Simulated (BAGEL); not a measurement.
# B2NH2F3 (SMILES NB(F)B(F)F) at HF/6-31G(d) (density fitting with qzvpp-jkfit, spherical functions)

What is the energy change on altering one bond length of B2NH2F3 at HF/6-31G* (density fitting with qzvpp-jkfit, spherical functions)? 

The calculation is run with BAGEL 1.2.2.

1 further run of the same task is left out (set aside as unsound or not needed).

### Step 1. The structure to begin with

B2NH2F3: 8 atoms, total charge 0, spin state singlet. SMILES: `NB(F)B(F)F`. The coordinates come from a GFN2-xTB relaxation.

Bond lengths: N1–B2 1.386 Å, B2–F3 1.343 Å, B2–B4 1.698 Å, B4–F5 1.319 Å, B4–F6 1.329 Å, N1–H7 1.004 Å, N1–H8 1.008 Å. Angles: N1–B2–F3 115.1°, N1–B2–B4 122.2°, F3–B2–B4 122.7°, B2–B4–F5 127.2°, B2–B4–F6 121.6°, F5–B4–F6 111.2°, B2–N1–H7 123.8°, B2–N1–H8 122.5°, H7–N1–H8 113.7°.

### Step 2. The energy at HF/6-31G(d) (density fitting with qzvpp-jkfit, spherical functions)

input.json reads:

```json
{ "bagel" : [

{
  "title" : "molecule",
  "basis" : "6-31gs.json",
  "df_basis" : "qzvpp-jkfit",
  "angstrom" : true,
  "geometry" : [
    { "atom" : "N", "xyz" : [    0.340750,   -1.267510,    0.299020 ] },
    { "atom" : "B", "xyz" : [    0.545740,    0.021990,   -0.165570 ] },
    { "atom" : "F", "xyz" : [    1.788340,    0.278040,   -0.605690 ] },
    { "atom" : "B", "xyz" : [   -0.688910,    1.188210,   -0.169590 ] },
    { "atom" : "F", "xyz" : [   -0.660800,    2.376820,   -0.741400 ] },
    { "atom" : "F", "xyz" : [   -1.859070,    0.964870,    0.418990 ] },
    { "atom" : "H", "xyz" : [   -0.535150,   -1.598740,    0.661850 ] },
    { "atom" : "H", "xyz" : [    1.069100,   -1.963680,    0.302390 ] }
  ]
},
{
  "title" : "hf"
},
{
  "title" : "print",
  "file" : "orbitals.molden",
  "orbitals" : true
}

]}
```

The basis set 6-31G* is read from a file made from the Basis Set Exchange's data (not shown).

Command:

```console
$ BAGEL_NUM_THREADS=1 BAGEL input.json > input.out
```

The log of the run:

```text
* using 1 threads per process

  ===============================================================
  ===============================================================

  *** Geometry ***

  { "atom" : "N", "xyz" : [      0.643924,     -2.395247,      0.565066 ] },
  { "atom" : "B", "xyz" : [      1.031299,      0.041555,     -0.312882 ] },
  { "atom" : "F", "xyz" : [      3.379473,      0.525419,     -1.144588 ] },
  { "atom" : "B", "xyz" : [     -1.301851,      2.245391,     -0.320479 ] },
  { "atom" : "F", "xyz" : [     -1.248731,      4.491539,     -1.401043 ] },
  { "atom" : "F", "xyz" : [     -3.513133,      1.823340,      0.791776 ] },
  { "atom" : "H", "xyz" : [     -1.011287,     -3.021181,      1.250715 ] },
  { "atom" : "H", "xyz" : [      2.020306,     -3.710817,      0.571434 ] },

  Number of auxiliary basis functions:      494

  Since a DF basis is specified, we compute 2- and 3-index integrals:
    o Being stored without compression. Storage requirement is 0.031 GB

  Number of basis functions:       88
  Number of electrons      :       46

    * METHOD: MOLECULE                             0.26

  *** RHF ***

  === Nuclear Repulsion ===
   206.1247785762

      * DIIS with orbital gradients will be used.

  === RHF iteration (6-31gs.json) ===
      0       -403.18004660          0.02483302           0.07
      1       -403.41103173          0.01534931           0.07
      2       -403.51738267          0.00141932           0.07
      3       -403.51876945          0.00035138           0.07
      4       -403.51883691          0.00008879           0.07
      5       -403.51884179          0.00002104           0.07
      6       -403.51884219          0.00000704           0.07
      7       -403.51884224          0.00000183           0.07
      8       -403.51884224          0.00000075           0.07
      9       -403.51884224          0.00000019           0.07
     10       -403.51884224          0.00000008           0.07
     11       -403.51884224          0.00000003           0.07
     12       -403.51884224          0.00000001           0.07
     13       -403.51884224          0.00000000           0.07
    * SCF iteration converged.

    * Permanent dipole moment:
           (    0.033645,     1.094301,    -0.360416) a.u.

    * METHOD: HF                                   1.11

    * METHOD: PRINT                                0.02

  ===============================================================
```

Run time: 1.5 s. Hardware: 1 thread of Arm Neoverse V1, shared host; peak memory 0.12 GiB.

### Step 3. The distorted shape at the same level

input.json reads:

```json
{ "bagel": [

{
  "title": "molecule",
  "basis": "6-31gs.json",
  "df_basis": "qzvpp-jkfit",
  "angstrom": true,
  "geometry": [
    { "atom": "N", "xyz": [       0.711163,      -1.617393,       0.300226 ] },
    { "atom": "B", "xyz": [       0.916153,      -0.327893,      -0.164364 ] },
    { "atom": "F", "xyz": [       2.158753,      -0.071843,      -0.604484 ] },
    { "atom": "B", "xyz": [      -0.688910,       1.188210,      -0.169590 ] },
    { "atom": "F", "xyz": [      -0.660800,       2.376820,      -0.741400 ] },
    { "atom": "F", "xyz": [      -1.859070,       0.964870,       0.418990 ] },
    { "atom": "H", "xyz": [      -0.164737,      -1.948623,       0.663056 ] },
    { "atom": "H", "xyz": [       1.439513,      -2.313563,       0.303596 ] }
  ]
},

{ "title": "hf" },

{ "title": "print", "file": "orbitals.molden", "orbitals": true }

]}
```

The basis set 6-31G* is read from a file made from the Basis Set Exchange's data (not shown).

Command:

```console
$ BAGEL_NUM_THREADS=1 BAGEL input.json > input.out
```

The log of the run:

```text
* using 1 threads per process

  ===============================================================
  ===============================================================

  *** Geometry ***

  { "atom" : "N", "xyz" : [      1.343903,     -3.056430,      0.567345 ] },
  { "atom" : "B", "xyz" : [      1.731278,     -0.619628,     -0.310603 ] },
  { "atom" : "F", "xyz" : [      4.079452,     -0.135764,     -1.142309 ] },
  { "atom" : "B", "xyz" : [     -1.301851,      2.245391,     -0.320479 ] },
  { "atom" : "F", "xyz" : [     -1.248731,      4.491539,     -1.401043 ] },
  { "atom" : "F", "xyz" : [     -3.513133,      1.823340,      0.791776 ] },
  { "atom" : "H", "xyz" : [     -0.311308,     -3.682364,      1.252994 ] },
  { "atom" : "H", "xyz" : [      2.720285,     -4.372000,      0.573713 ] },

  Number of auxiliary basis functions:      494

  Since a DF basis is specified, we compute 2- and 3-index integrals:
    o Being stored without compression. Storage requirement is 0.031 GB

  Number of basis functions:       88
  Number of electrons      :       46

    * METHOD: MOLECULE                             0.26

  *** RHF ***

  === Nuclear Repulsion ===
   193.3653957016

      * DIIS with orbital gradients will be used.

  === RHF iteration (6-31gs.json) ===
      0       -403.12045498          0.02507836           0.07
      1       -403.35950294          0.01537397           0.07
      2       -403.47007008          0.00145755           0.07
      3       -403.47170967          0.00037295           0.07
      4       -403.47179265          0.00009681           0.07
      5       -403.47179917          0.00002204           0.07
      6       -403.47179974          0.00000911           0.07
      7       -403.47179982          0.00000240           0.07
      8       -403.47179982          0.00000094           0.07
      9       -403.47179982          0.00000028           0.07
     10       -403.47179983          0.00000011           0.07
     11       -403.47179983          0.00000004           0.07
     12       -403.47179983          0.00000001           0.07
     13       -403.47179983          0.00000000           0.07
    * SCF iteration converged.

    * Permanent dipole moment:
           (   -0.045695,     1.165164,    -0.357776) a.u.

    * METHOD: HF                                   1.16

    * METHOD: PRINT                                0.02

  ===============================================================
```

It took 1.6 s on 1 thread of Arm Neoverse V1, shared host; peak memory 0.12 GiB.

### Step 4. What came out

At HF/6-31G* (density fitting with qzvpp-jkfit, spherical functions):

```
                                                         quantity          value
                                        first shape: total energy  -403.51884 Eh
                                       first shape: dipole moment         2.93 D
                                         first shape: HOMO energy      -12.20 eV
                                         first shape: LUMO energy        2.74 eV
                                       first shape: HOMO–LUMO gap       14.94 eV
                                    distorted shape: total energy  -403.47180 Eh
                                   distorted shape: dipole moment         3.10 D
                                     distorted shape: HOMO energy      -11.32 eV
                                     distorted shape: LUMO energy        3.31 eV
                                   distorted shape: HOMO–LUMO gap       14.63 eV
energy change with the B2–B4 bond stretched from 1.698 to 2.208 Å       1.280 eV
```

With the B2–B4 bond stretched from 1.698 to 2.208 Å the energy rises by 1.28 eV (30 kcal/mol). The first shape isn't relaxed at this level, so the change isn't measured from a minimum.
